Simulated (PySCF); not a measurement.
# The bond of SnS, level by level

The task here is to estimate one member of a computed series from the others.

Program: PySCF 2.14.0. Level of theory: Sn def2-SVPD with ECP28, S def2-SVPD, scalar-relativistic core potentials. These are calculated values, not measurements.

Set-up of the first run:

A driver script around PySCF takes these settings:

```
atoms                         : Sn, S
charge                        : 0
basis                         : Sn def2-SVPD with ECP28, S def2-SVPD
Hamiltonian                   : scalar-relativistic core potentials
basis functions               : 59
electrons treated             : 38
masses in u                   : 119.9022, 31.9721
levels                        : PBE0, PBE, r²SCAN, BHandHLYP, M06-L, M06, HSE06, HF, MP2, SCS-MP2, CCSD, CCSD(T)
grid                          : 80 radial by 434 angular points
occupations                   : held fixed by the projection of orbital angular momentum
dissociation limit            : Sn + S, each in its ground configuration
starting distance in angstrom : 2.335
values of 2S to try           : 0, 2, 4
```

Command:

```bash
> OMP_NUM_THREADS=1 python dia.py task.json out
```

Steps of the session up to this table: Input; PBE0 along the bond; Excited determinants; PBE (GGA); r²SCAN; BHandHLYP (global hybrid GGA); M06-L; M06 (hybrid meta-GGA); HSE06 (range-separated hybrid); RHF; Adding correlation.

One of the session's tables, all rows but one given; the rest of the session is left out.

It belongs to the step «The curves together». Energy (eV) from each level's lowest point:

```
R (Å)    RHF  RHF-MP2  RHF-SCS-MP2  RHF-CCSD  RHF-CCSD(T)
1.921  1.601    1.838        1.844       n/a          n/a
2.011  0.673    0.856        0.857     0.828        0.902
2.100  0.180    0.297        0.297     0.278        0.326
2.167  0.022    0.082        0.082     0.072        0.097
2.234  0.000    0.000        0.000     0.000        0.000
2.301  0.083    0.019        0.020     0.031        0.003
2.390  0.316    0.163        0.164     0.191        0.121
2.502      ?        ?            ?         ?            ?
2.636  1.359    0.968        0.973     1.028        0.816
2.815  2.254    1.773        1.768       n/a          n/a
```

Q: Estimate the row for R (Å) = 2.502 from the others.

Worked estimate for «RHF». A straight line through the neighbours (2.390, 0.316) and (2.636, 1.359) gives 0.316 + (1.359 − 0.316) × (2.502 − 2.390) / (2.636 − 2.390) = 0.791; a parabola fitted to 4 rows on both sides gives 0.760.

As computed: RHF: 0.739; RHF-MP2: 0.473; RHF-SCS-MP2: 0.477; RHF-CCSD: 0.521; RHF-CCSD(T): 0.392. In «RHF» the line misses by +0.052 and the parabola by +0.021.
